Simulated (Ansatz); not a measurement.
Mg6TiCo under changes of volume

One of the cells (19.575 Å³/atom); the others are scaled copies at fixed shape and fractional positions:

```
Co Ti Mg
1.0
     4.71661    0.00000    0.00000
     0.00000    3.01837    5.49984
     0.00000   -3.01837    5.49984
Co Ti Mg
1 1 6
Direct
  0.00000 0.80003 0.80003
  0.50000 0.69253 0.69253
  0.50000 0.16700 0.16700
  0.50000 0.16121 0.68208
  0.50000 0.68208 0.16121
  0.00000 0.32897 0.32897
  0.00000 0.34412 0.82405
  0.00000 0.82405 0.34412
```

The cell comes from a database or a generator and needn't be the stable form of this composition.

- Program: Ansatz 0.2.0
- Functional: PBE
- Potentials or basis: Ansatz PAW
- Cutoff: 420 eV (not typed: the program's choice for these potentials)
- k mesh: 6 × 5 × 5
- Occupations: fermi-dirac, width 0.05 eV
- Spin: collinear spin, ferromagnetic start
- Starting moments: [2.0, 1.0, 0.0, 0.0, 0.0, 0.0, 0.0, 0.0] μB

```csv
volume (Å³/atom),energy over the lowest point (meV/atom),pressure (GPa),largest force (eV/Å)
18.400,12.06,3.5,0.199
18.792,5.18,2.2,0.150
19.183,1.25,1.1,0.101
19.575,0.00,0.0,0.054
19.966,1.19,-1.0,0.031
20.358,4.61,-1.8,0.036
20.749,?,?,?
```

Question: What does the run at 20.749 Å³/atom give?

Answer: Energy over the lowest point 10.04 meV/atom; pressure -2.6 GPa; largest force 0.078 eV/Å.

Worked out: A Birch-Murnaghan fit of order 3 (a polynomial in V^(-2/3)) to the other rows has its minimum at 19.57 Å³/atom with B0 = V·E''(V) = 50 GPa and B' = 3.6 at fixed shape and positions, which overstates the stiffness. It gives 10.05 meV/atom at 20.749 Å³/atom, against the run's 10.04, and -dE/dV = -2.6 GPa, against -2.6.

Energies are extrapolated to zero smearing.

Caveats: the starting moments weren't kept.
